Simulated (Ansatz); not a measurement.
# ZrB2: the cost of one run

Method: DFT PBE, scalar-relativistic, plane waves, PAW, in Ansatz 0.2.0.

### Step 1. The structure to begin with

The structure is hexagonal, space group P6/mmm (No. 191). Conventional cell: a = 3.171 Å, b = 3.171 Å, c = 3.542 Å, α = 90.00°, β = 90.00°, γ = 120.00°. Around Zr (site symmetry 6/mmm) lie 12 B at 2.55 Å. B (site symmetry -6m2) has 3 B at 1.83 Å and 6 Zr at 2.55 Å as nearest neighbours.

As a file:

```cif
data_structure
_symmetry_space_group_name_H-M 'P 1'
_symmetry_Int_Tables_number 1
_cell_length_a 3.1713
_cell_length_b 3.1713
_cell_length_c 3.5420
_cell_angle_alpha 90.000
_cell_angle_beta 90.000
_cell_angle_gamma 120.000
_cell_volume 30.85
loop_
_atom_site_label
_atom_site_type_symbol
_atom_site_fract_x
_atom_site_fract_y
_atom_site_fract_z
_atom_site_occupancy
Zr1 Zr 0.00000 0.00000 0.00000 1
B1 B 0.33333 0.66667 0.50000 1
B2 B 0.66667 0.33333 0.50000 1
```

This cell was relaxed beforehand with the same method: volume 10.28 Å³/atom, gap on the mesh none (metal).

Its energy, with the smearing taken to zero, is -4498.7217 eV for the 3-atom cell on a 18×18×12 mesh; differences below count from it.

### Step 2. Cell: atoms packed at random at 1.00 times the crystal's volume

3 Zr, 6 B were thrown into a skewed cell at random, at 1.00 times a reference volume of the solid, and pushed apart as soft spheres.

The cell holds 3 Zr, 6 B: a = 4.459 Å, b = 4.594 Å, c = 4.697 Å, α = 79.89°, β = 91.20°, γ = 78.18°.

### Step 3. Relaxing on a coarse mesh

Cell and atoms move without symmetry, on a coarse mesh with loose thresholds.

input.yaml

```yaml
crystal:
  lattice:
    - [4.433853, 0.470053, -0.069418]
    - [0.470053, 4.55065, 0.413969]
    - [-0.069418, 0.413969, 4.678293]
  atoms:
    - { symbol: Zr, position: [0.8191715158, 0.6542789929, 0.8471201694] }
    - { symbol: Zr, position: [0.2331151139, 0.9532545761, 0.6779942489] }
    - { symbol: Zr, position: [0.4096454162, 0.3294226763, 0.9553229511] }
    - { symbol: B, position: [0.2325127499, 0.5087875106, 0.4185364825] }
    - { symbol: B, position: [0.733422383, 0.8774362806, 0.3087008203] }
    - { symbol: B, position: [0.9649061051, 0.0975092297, 0.1638801953] }
    - { symbol: B, position: [0.4129319279, 0.7746448631, 0.2152850524] }
    - { symbol: B, position: [0.6772075337, 0.179266554, 0.4694779292] }
    - { symbol: B, position: [0.8866003162, 0.4342998264, 0.3845432433] }
  symmetry: { detect: false }
basis:
  ecutwfc: 420
kpoints:
  mp_grid: { grid: [3, 3, 3], shift: [0.0, 0.0, 0.0] }
hamiltonian:
  xc: pbe
scf:
  occupations: { method: gaussian, width: 0.1 }
  lower_state_search: "off"
output:
  forces: true
  stress: true
  eigenvalues: true
relax:
  adjacent_minimum: "off"
  f_tol: 0.04
  max_steps: 70
  cell: { stress_tol: 0.3 }
```

Command:

```sh
ansatz run input.yaml --threads 2 --pin off --max-ram 5120MiB --backend cpu --events-out ev --progress --plain --runs-dir out
```

**Question.** How long does this run take on 2 threads of Arm Neoverse V1, shared host, and how much memory does it need?

About 32 s, with a peak of 0.35 GiB.
